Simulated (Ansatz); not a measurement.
Consider a check of PAW against all-electron LAPW of HfN, space group P6_3/mmc (Ansatz 0.2.0, Python API).

`run_paw_lapw.py`:
```python
import ansatz
from ase import Atoms
import numpy as np


def count_gap(report):
    # lowest empty less highest filled band, counting bands; zero where they overlap
    return max(report.get('gap_by_band_count_ev') or 0.0, 0.0)

atoms = Atoms(
    ['Hf', 'Hf', 'N', 'N'],
    scaled_positions=[
        (2 / 3, 1 / 3, 0.75),
        (1 / 3, 2 / 3, 0.25),
        (0.0, 0.0, 0.0),
        (0.0, 0.0, 0.5),
    ],
    cell=[
        (3.13390802, 0.0, 0.0),
        (-1.56695401, 2.71404396, 0.0),
        (0.0, 0.0, 5.41676772),
    ],
    pbc=True,
)
structure = ansatz.Crystal.from_ase(atoms)

model = (
    structure.calculation()
    .kpoints(length=22)
    .occupations('fermi_dirac', width=100 * ansatz.meV)
    .functional('pbesol')
    .stress()
    .forces()
    .band_table()
)
variants = {
    'PAW': model.pseudopotentials('paw'),
    'LAPW': model.pseudopotentials('all_electron', lapw=True),
}
rows = []
for label, variant in variants.items():
    report = variant.run().report
    levels = np.array(report['eigenvalues_ev'][0]) - report['fermi_energy_ev']
    print(label, 'levels at the first k-point near E_F:', np.round(levels[np.abs(levels) < 5], 3))
    rows.append((label, report['n_electrons'], np.trace(report['stress_gpa']) / 3, float(np.abs(report['forces_ev_ang']).max()), count_gap(report)))
for row in rows:
    print('; '.join(f'{name} = {round(v, 4) if isinstance(v, float) else v}' for name, v in zip(['treatment', 'electrons in bands', 'P GPa', 'max force component eV/A', 'gap by band count eV'], row)))
```

How well do the two treatments of the cores agree on the pressure?

PAW gives -2.192 GPa and LAPW -2.133 GPa, 0.06 GPa apart. They took 2.0 and 27.6 s of processor time.

What the script printed:

Output of `python run_paw_lapw.py`:
```text
DeckWarning: basis.ecutwfc = 420 eV, auto-derived from the records' recommended cutoffs: set by Hf (normal level)
PAW levels at the first k-point near E_F: [-4.596 -4.596 -3.374 -3.374 -1.536 -0.511  0.83   0.83   1.233  1.957
  1.957  2.217]
LAPW levels at the first k-point near E_F: [-4.597 -4.597 -3.372 -3.372 -1.535 -0.514  0.826  0.826  1.238  1.953
  1.953  2.222]
treatment = PAW; electrons in bands = 62.0; P GPa = -2.1925; max force component eV/A = 0.0; gap by band count eV = 0.0
treatment = LAPW; electrons in bands = 102.0; P GPa = -2.133; max force component eV/A = 0.0; gap by band count eV = 0.0
```
(Warnings from the package without file and line.)

Reading the output:
- The run is spin-unpolarised.
- The computed bands are complete only to about 3.2 eV above the Fermi level.
- For a metal this k-point mesh is coarse: on a finer one energies can move by several to tens of meV an atom and pressures by half a GPa or more, differences at one mesh by less.
- A gap by band count of zero or less means overlapping bands, a metal.
- The structure comes from a database of computed cells and needn't be a stable or known phase.
- Levels are Kohn-Sham eigenvalues on this mesh, without spin-orbit coupling.
- Pressure is positive in compression; the treatments may keep other shells as core, so totals and counts of electrons can differ.
- Wall time of the script: 31 s on 1 thread of Intel(R) Xeon(R) Processor @ 2.30GHz, on a shared host, peak memory 0.82 GiB.
